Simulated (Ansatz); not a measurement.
**TaN (P-62m): equation of state with a fit from a Python script**

Where is the equilibrium volume of TaN (P-62m), and how stiff is it? Wanted for TaN (P-62m): an equation of state with a fit.

Computed with Ansatz 0.2.0, driven from Python. Level of theory: DFT LDA, plane waves, PAW.

## (1) The structure

It takes space group P-62m (No. 189, hexagonal). Conventional cell: a = 5.196 Å, b = 5.196 Å, c = 2.911 Å, α = 90.00°, β = 90.00°, γ = 120.00°. Around Ta (site symmetry -6) lie 6 N at 2.16 Å. Ta (site symmetry -62m) is surrounded by 3 N at 2.04 Å. N (site symmetry m2m) has 5 Ta at 2.04 to 2.16 Å as nearest neighbours.

The script holds or builds the structure itself.

## (2) The code

Input file eos_tan.py:

```python
# -*- coding: utf-8 -*-
"""Bulk modulus of TaN from an E(V) curve."""

import logging
import sys

import ansatz as az
import numpy as np

logging.basicConfig(stream=sys.stdout, format="%(levelname)s:%(name)s:%(message)s")
log = logging.getLogger("run")
log.setLevel(logging.INFO)

vectors0 = np.array([
    [5.196, 0.0, 0.0],
    [-2.598, 4.499868, 0.0],
    [0.0, 0.0, 2.911],
])
sites = [
    ("Ta", (1 / 3, 2 / 3, 0.5)),
    ("Ta", (2 / 3, 1 / 3, 0.5)),
    ("Ta", (0.0, 0.0, 0.0)),
    ("N", (0.39285, 0.0, 0.0)),
    ("N", (0.60715, 0.60715, 0.0)),
    ("N", (0.0, 0.39285, 0.0)),
]


def build(cell):
    crystal = az.Crystal(lattice=az.Lattice.of(cell))
    for symbol, position in sites:
        crystal = crystal.atom(symbol, position)
    return crystal

# scale the volume, keep shape and fractions
volumes, energies, pressures = [], [], []
for scale in np.linspace(0.95, 1.07, 5):
    cell = vectors0 * scale ** (1 / 3)
    calc = (
        build(cell).calculation()
        .functional("lda")
        .occupations("methfessel_paxton", width=0.1)
        .pseudopotentials("paw")
        .basis(510)
        .kpoints(5, 5, 8)
        .stress()
    )
    data = calc.run(threads=1).report
    volumes.append(abs(np.linalg.det(cell)) / len(sites))
    energies.append(data["free_energy_ev"] / len(sites))
    pressures.append(np.trace(data["stress_gpa"]) / 3)
    log.info(f"V = {volumes[-1]:8.4f} A^3/atom  F = {energies[-1]:.5f} eV/atom  P = {pressures[-1]:8.3f} GPa")

# third-order Birch-Murnaghan: a cubic in V^(-2/3)
x = np.array(volumes) ** (-2 / 3)
poly = np.polynomial.Polynomial.fit(x, energies, 3).convert()
roots = poly.deriv().roots()
x0 = min((r.real for r in roots if abs(r.imag) < 1e-9 and poly.deriv(2)(r.real) > 0), key=lambda r: abs(r - x.mean()))
v0 = x0 ** -1.5
b0 = 4 / 9 * poly.deriv(2)(x0) * v0 ** (-7 / 3) * 160.21766
b1 = 4 + 2 / 3 * x0 * poly.deriv(3)(x0) / poly.deriv(2)(x0)
log.info(f"V0 = {v0:.4f} A^3/atom, B0 = {b0:.1f} GPa, dB/dP = {b1:.2f}")
```

## (3) What the engine is handed

The package turns the script's settings into the engine's input (first run):

```yaml
crystal:
  lattice:
    - [5.107915186666138, 0.0, 0.0]
    - [-2.553957593333069, 4.4235843139324444, 0.0]
    - [0.0, 0.0, 2.8616514835229268]
  atoms:
    - { symbol: Ta, position: [0.3333333333333333, 0.6666666666666666, 0.5] }
    - { symbol: Ta, position: [0.6666666666666666, 0.3333333333333333, 0.5] }
    - { symbol: Ta, position: [0.0, 0.0, 0.0] }
    - { symbol: "N", position: [0.39285, 0.0, 0.0] }
    - { symbol: "N", position: [0.60715, 0.60715, 0.0] }
    - { symbol: "N", position: [0.0, 0.39285, 0.0] }
basis:
  ecutwfc: 510.0
kpoints:
  mp_grid:
    grid: [5, 5, 8]
hamiltonian:
  xc: lda
  pseudopotentials:
    kind: paw
scf:
  occupations:
    method: methfessel_paxton
    width: 0.1
output:
  stress: true
```

## (4) Running it

On the command line:

```
> python eos_tan.py
```

Standard output:

```text
INFO:run:V =  10.7766 A^3/atom  F = -5029.63574 eV/atom  P =    7.723 GPa
INFO:run:V =  11.1170 A^3/atom  F = -5029.63995 eV/atom  P =   -3.451 GPa
INFO:run:V =  11.4573 A^3/atom  F = -5029.62226 eV/atom  P =  -12.952 GPa
INFO:run:V =  11.7976 A^3/atom  F = -5029.58594 eV/atom  P =  -21.025 GPa
INFO:run:V =  12.1379 A^3/atom  F = -5029.53380 eV/atom  P =  -27.876 GPa
INFO:run:V0 = 11.0058 A^3/atom, B0 = 351.2 GPa, dB/dP = 4.29
```

Run time: 32 s. Hardware: 1 thread of Arm Neoverse V1, shared host; peak memory 0.4 GiB.

## (5) Inputs of later runs

The engine's inputs for some of the other runs:

Run 3, against run 1:

```diff
@@ -3,3 +3,3 @@
-    - [5.107915186666138, 0.0, 0.0]
-    - [-2.553957593333069, 4.4235843139324444, 0.0]
-    - [0.0, 0.0, 2.8616514835229268]
+    - [5.213262585284695, 0.0, 0.0]
+    - [-2.6066312926423474, 4.514817837397974, 0.0]
+    - [0.0, 0.0, 2.9206711673910215]
```

Run 4, against run 1:

```diff
@@ -3,3 +3,3 @@
-    - [5.107915186666138, 0.0, 0.0]
-    - [-2.553957593333069, 4.4235843139324444, 0.0]
-    - [0.0, 0.0, 2.8616514835229268]
+    - [5.26437626224964, 0.0, 0.0]
+    - [-2.63218813112482, 4.559083580149493, 0.0]
+    - [0.0, 0.0, 2.949307024520536]
```

Run 5, against run 1:

```diff
@@ -3,3 +3,3 @@
-    - [5.107915186666138, 0.0, 0.0]
-    - [-2.553957593333069, 4.4235843139324444, 0.0]
-    - [0.0, 0.0, 2.8616514835229268]
+    - [5.314516196715213, 0.0, 0.0]
+    - [-2.6572580983576066, 4.602506037159449, 0.0]
+    - [0.0, 0.0, 2.9773973534715137]
```

## (6) Run by run

One row for each of the 5 runs:

```tsv
run	volume (Å³/atom)	energy from run 2 (meV/atom)	pressure (GPa)	SCF cycles	CPU time (s)
1	10.777	4.22	7.72	6	5.7
2	11.117	0.00	-3.45	7	6.1
3	11.457	17.69	-12.95	7	6.2
4	11.798	54.01	-21.03	7	6.3
5	12.138	106.15	-27.88	7	6.2
```

Energies are free energies F = E - TS of the smeared occupations. 

## (7) Results

| quantity | value |
| --- | --- |
| runs compared | 5 |
| range of energy | 106.15 meV/atom |
| lowest point, volume (Å³/atom) | 11.117 |
| equilibrium volume (fit) | 11.01 Å³/atom |
| bulk modulus (fit) | 351 GPa |

What this shows: A third-order Birch-Murnaghan fit through the 5 points has its minimum at 11.01 Å³ an atom, 3.0 % below the typed cell, with a bulk modulus of 351 GPa and dB/dP = 4.3. From that minimum the energy rises by 5.4 meV an atom on the compressed side and 107.4 meV on the expanded side. The window is off centre, so dB/dP is rough. Reading the output:
- No spin polarisation was allowed.
- Shape and fractional positions are held along the curve, so the bulk modulus is an upper value where they are free to relax.
- The mesh is modest for a metal, so energies can be off by several to tens of meV an atom and pressures by half a GPa or more; differences at equal mesh fare better.
- Pressure is positive in compression.
- Spin-orbit coupling, which matters for elements this heavy, is left out.
